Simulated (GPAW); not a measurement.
A run of GPAW 26.7.0:

File run.py:

```python
from ase import Atoms
from ase.dft.bandgap import bandgap
from ase.io import write
from ase.units import GPa
from gpaw import GPAW, PW, setup_paths

setup_paths.insert(0, '.')

atoms = Atoms(['Ga', 'Ga', 'Ga', 'Ga', 'Ga', 'Ga'],
              cell=[[-2.9924103506, 2.9924103506, 2.9924103506],
                    [2.9924103506, -2.9924103506, 2.9924103506],
                    [2.9924103506, 2.9924103506, -2.9924103506]],
              scaled_positions=[[0.375, 0.625, 0.75],
                                [0.625, 0.75, 0.375],
                                [0.875, 0.25, 0.125],
                                [0.75, 0.375, 0.625],
                                [0.125, 0.875, 0.25],
                                [0.25, 0.125, 0.875]],
              pbc=True)

calc = GPAW(mode=PW(600),
            xc='PBEsol',
            kpts={'size': (6, 6, 6), 'gamma': True},
            occupations={'name': 'fermi-dirac', 'width': 0.05},
            nbands=22,
            convergence={'density': 1e-05, 'energy': 1e-05},
            maxiter=150,
            txt='gpaw.txt')
atoms.calc = calc
energy = atoms.get_potential_energy()
forces = atoms.get_forces()
stress = atoms.get_stress()
calc.write('gs.gpw')
write('result.traj', atoms)
print(f'Energy: {energy:.6f} eV')
print('Forces (eV/A):')
print(forces.round(4))
print('Stress (GPa):', (stress / GPa).round(3))
print('Fermi level:', round(calc.get_fermi_level(), 4), 'eV')
print(f'Gap: {bandgap(calc)[0]:.4f} eV, direct: {bandgap(calc, direct=True)[0]:.4f} eV')

path = atoms.cell.bandpath('GHNGPH,PN', npoints=60, eps=1e-4)
bs_calc = calc.fixed_density(kpts=path, symmetry='off', nbands=40,
                             convergence={'bands': 'CBM+6.0', 'eigenstates': 1e-6}, txt='bands.txt')
bs = bs_calc.band_structure()
bs.write('bs.json')
print(f'Gap on the path: {bandgap(bs_calc)[0]:.4f} eV')
```

Potentials or basis: PAW data sets generated in the run's folder for this functional, pw.

Run with:

```sh
$ gpaw-setup -f PBEsol Ga
$ OMP_NUM_THREADS=1 python run.py
```

Hardware: 1 thread of Arm Neoverse V2 (shared host).

Question: How long does it take, and how much memory?

Answer: Wall time 100 s on 1 thread of Arm Neoverse V2 (shared host), peak memory 0.46 GiB. Counts: scf iterations 13, plane waves 3595, bands 22, k points 40.
